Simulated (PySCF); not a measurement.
# C5H3BrFO2: the cost of one run

Programs: PySCF 2.14.0, with routines of our own; each step states its level. All values are computed. Atoms count from 0.

## 1. The system as given

12 atoms, charge 0, multiplicity 2; geometry from: GFN2-xTB.

## 2. Open-shell or spin-flip excitations: unrestricted TDDFT PBE0/def2-SVPD

The job: settings as JSON, then the geometry in Å.

```
{"job": {"kind": "uabs", "xc": "PBE0", "basis": "def2-SVPD", "nstates": 10, "tda": false}, "charge": 0, "multiplicity": 2}
O     -1.844632     2.381037     0.175115
C     -1.572138     1.933939    -0.841121
O     -1.297035     1.481437    -1.855234
C     -0.747680    -0.843470     0.479790
C      0.534628    -0.378951     0.508315
C      1.537526     0.289907     1.100324
F      2.735933     0.398174     0.515737
C      0.090118    -1.181481    -0.662107
Br     0.759769    -3.041712    -0.855900
H     -1.637489    -1.065177     1.012151
H      1.477430     0.796550     2.050974
H     -0.035231    -0.770939    -1.654071
```

With the program's defaults for keys left out, this is: unrestricted TDDFT PBE0/def2-SVPD, vertical, gas phase, core orbitals frozen in the response.

Launch:

```console
OMP_NUM_THREADS=1 python excited_run.py task.json out
```

This one command runs all jobs of the session in turn.

**Question.** How long does this first job take on 1 thread of Arm Neoverse V2, shared host, and how much memory does it need?

About 1.8 min, with a peak of 0.88 GiB.
